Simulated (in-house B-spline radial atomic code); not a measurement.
# I⁵⁰⁺: binding energies from hole states

Aim: the cost of two holes at once in I⁵⁰⁺, against the sum of the two single holes.

The numbers are computed with in-house B-spline radial atomic code version 1 (Dirac-Hartree-Fock, average of configuration, Fermi nucleus, basis-set limit), except any that are marked as measured or tabulated.

## Step 1: Starting point

| Property | Result |
| --- | --- |
| element | iodine (Z = 53) |
| charge | +50 |
| electrons | 3 |
| configuration | [He] 2s1 |
| Hamiltonian | Dirac-Coulomb |
| nucleus | Fermi, rms radius 4.750 fm |

The outer shells:

[He] 2s1
```
[He] core
2s [↑ ]
```

The boxes draw the filling by Hund's rule, which heavy ions in jj coupling don't follow; these runs average over all states of the configuration.

Settings of the run:

```ini
Z = 53
electrons = 3.0
configuration = [He] 2s1
hamiltonian = dirac
method = hf
spin_polarised = False
nucleus = fermi
rms_radius = 4.75
mass_number = 127
atomic_mass = 126.904472592
speed_of_light = 137.035999084
```

From the earlier run of the reference: total energy -3234.123841 hartree. Levels, eight at most:

```tsv
orbital	occupation	energy (eV)	<r> (bohr)
1s1/2	2	-38511.9	0.02705
2s1/2	1	-9432.08	0.1096
```

Single holes known from earlier runs (ΔSCF): 1s 38492.6 eV, 2s 9432.07 eV.

## Step 2: The 1s and 1s holes

Settings of the run:

```ini
Z = 53
electrons = 1.0
configuration = 2s1
hamiltonian = dirac
method = hf
spin_polarised = False
nucleus = fermi
rms_radius = 4.75
mass_number = 127
atomic_mass = 126.904472592
speed_of_light = 137.035999084
```

## Step 3: The 1s and 2s holes

Settings: those of step 2 with these lines changed.

```diff
@@ -2,3 +2,3 @@
 electrons = 1.0
-configuration = 2s1
+configuration = 1s1
 hamiltonian = dirac
```

Q: What does each hole state cost in eV, and how does that compare with the orbital energies or single holes?

The runs gave:

| two holes | ΔSCF (eV) | less the two single holes (eV) |
| --- | --- | --- |
| 1s and 1s | 77965.3 | 980.09 |
| 1s and 2s | 48242.1 | 317.45 |

Two holes cost more than the sum of each, because the second electron leaves a more charged ion. The excess runs from 317.5 eV (1s and 2s) to 980.1 eV (1s and 1s); it tends to be largest where both holes are compact. Two partly filled shells share a symmetry and can mix in the average, which may lower the energy, in these hole states: 1s. Values are for the free ion, measured from the vacuum level.
